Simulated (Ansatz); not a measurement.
**Co (P6_3/mmc): relaxation of cell and ions, by script**

Aim: a relaxation of cell and ions, for Co (P6_3/mmc), run from a script.

Program: Ansatz 0.2.0 through its Python package. Level of theory: DFT PBE+D3(BJ) with three-body term, plane waves, PAW. These are calculated values, not measurements.

## (1) The structure

Symmetry: P6_3/mmc, No. 194, hexagonal system. The conventional cell has a = 2.507 Å, b = 2.507 Å, c = 4.070 Å, α = 90.00°, β = 90.00°, γ = 120.00°. Co (site symmetry -6m2) has 12 Co at 2.50 to 2.51 Å in its first shell of neighbours.

The script holds or builds the structure itself.

## (2) Script

Contents of vcrelax.py:

```python
'''Variable-cell relaxation of Co.'''

import json
import warnings

import ansatz as az
from ase import Atoms
from ase.data import atomic_numbers
from ase.neighborlist import neighbor_list
import numpy as np
import spglib

def edges_and_angles(cell):
    cell = np.asarray(cell)
    a, b, c = np.linalg.norm(cell, axis=1)
    cosines = cell[1] @ cell[2] / (b * c), cell[0] @ cell[2] / (a * c), cell[0] @ cell[1] / (a * b)
    return (a, b, c, *np.degrees(np.arccos(cosines)))

warnings.simplefilter('ignore', az.DeckWarning)

co = (
    az.Lattice.from_parameters(2.5074, 2.5074, 4.0699, alpha=90, beta=90, gamma=120)
    .space_group(194)
    .atom('Co', [1 / 3, 2 / 3, 0.25])
    .moments(Co=3.2)
)

# a pressure is positive in compression
setup = (
    co.calculation()
    .functional('PBE', dispersion='d3bjatm')
    .pseudopotentials('paw')
    .kpoints(length=37)
    .occupations(az.OccupationsMethod.FERMI_DIRAC, width=100 * az.meV)
    .spin('collinear')
    .relax(pressure=1)
)
res = setup.run(events_out='events.ndjson')
with open('events.ndjson') as stream:
    events = [json.loads(line) for line in stream]
steps = [e['data'] for e in events if e['event'] == 'relax_step']
data = res.report
for s in steps:
    flag = '' if s['accepted'] else '  (rejected)'
    print('step %2d  E = %.5f eV  largest force component = %.4f eV/A%s' % (s['step'], s['lagrangian_ev'], s['allowed_force_max_ev_ang'], flag))

first, last = steps[0], steps[-1]
symbols = [site.symbol for site in res.lattice.sites]
print(f'energy gained {first["lagrangian_ev"] - last["lagrangian_ev"]:.4f} eV in {len(steps) - 1} steps')
for label, vectors in (('before', first['cell_ang']), ('after', res.lattice.cell_ang)):
    print(label, 'a b c (A) {:.4f} {:.4f} {:.4f}  angles {:.2f} {:.2f} {:.2f}'.format(*edges_and_angles(vectors)), f' V = {abs(np.linalg.det(vectors)):.3f} A^3')
print('final stress xx yy zz (GPa, compression positive):', np.round(np.diag(data['stress_gpa']), 3) + 0.0)

fractions = [site.position_frac for site in res.lattice.sites]
numbers = [atomic_numbers[s] for s in symbols]
for tolerance in (1e-3, 1e-2, 1e-1):
    print(f'space group at {tolerance} A:', spglib.get_spacegroup((res.lattice.cell_ang, fractions, numbers), symprec=tolerance))

final = Atoms(symbols, positions=last['positions_ang'], cell=res.lattice.cell_ang, pbc=True)
i, j, d = neighbor_list('ijd', final, 4.5)
print('neighbours within 1.2 times the shortest distance of each atom (A)')
for atom in range(len(final)):
    near = [m for m in np.argsort(d) if i[m] == atom]
    shell = [m for m in near if d[m] < 1.2 * d[near[0]]]
    print(f'{symbols[atom]}{atom} ({len(shell)}):', ', '.join(f'{symbols[j[m]]} {d[m]:.3f}' for m in shell))

for key in ('converged', 'n_iterations', 'n_electrons', 'n_kpoints', 'n_pw', 'n_symmetry_ops', 'free_energy_ev', 'fermi_energy_ev'):
    print(f'{key:18s} {data[key]}')

print(f'net moment {data["magnetization_mub"]:.3f} muB, absolute {data["absolute_magnetization_mub"]:.3f} muB')
for index, (site, m) in enumerate(zip(res.lattice.sites, data['site_moments_mub'])):
    print(f'  {index:2d} {site.symbol:2s} {m:7.3f}')

print(len(data['kpoints_frac']), 'irreducible k-points (fractions, weight)')
for k, weight in list(zip(data['kpoints_frac'], data['kweights']))[:8]:
    print('  {:8.4f} {:8.4f} {:8.4f}'.format(*k), f'{weight:10.6f}')
```

## (3) The calls as engine input

The package turns the script's settings into the engine's input:

```yaml
crystal:
  lattice:
    a: 2.5074
    b: 2.5074
    c: 4.0699
    alpha: 90.0
    beta: 90.0
    gamma: 120.0
  space_group: 194
  atoms:
    - { symbol: Co, position: [0.3333333333333333, 0.6666666666666666, 0.25] }
kpoints:
  mp_grid:
    grid: [17, 17, 9]
hamiltonian:
  xc: pbe
  dispersion: d3bjatm
  pseudopotentials:
    kind: paw
magnetization:
  spin_polarized: true
  per_species:
    Co: 3.2
scf:
  occupations:
    method: fermi_dirac
    width: 0.1
relax:
  cell:
    p_target: 1.0
```

## (4) Running it

On the command line:

```console
$ python vcrelax.py
```

**Question.** What results will this script give? Wanted: free energy; moment, net / absolute; moves of the relaxation; last largest force component; relaxed conventional cell; space group at the end.

As calculated:

| quantity | value |
| --- | --- |
| free energy | -10253.0916 eV (-5126.5458 eV/atom) |
| moment, net / absolute | 3.19 / 3.50 μB per cell |
| moves of the relaxation | 4 |
| last largest force component | 0.0000 eV/Å |
| relaxed conventional cell | a = 2.471 Å, b = 2.471 Å, c = 3.997 Å, α = 90.00°, β = 90.00°, γ = 120.00° |
| space group at the end | P6_3/mmc |

What this shows: The volume shrank by 4.6 % over 4 moves under the 1 GPa asked, and the space group stayed P6_3/mmc. Forces vanish by symmetry, so the ions can't move, and the end may be a saddle. Part of the cell is held or a pressure is applied, so the end point needn't be the zero-pressure lattice. At a fixed pressure a relaxation lowers the enthalpy F + PV, while F alone can rise. The zero of the levels is a convention of the potentials, so an absolute Fermi energy is no work function. Energies along a relaxation are free energies. Rows at an unchanged volume are solved on a plane-wave basis chosen afresh for that cell, so the energy jumps there and such rows are no steps of the walk. Symmetry holds the cell in this phase, whether or not it is the stable one at this pressure.
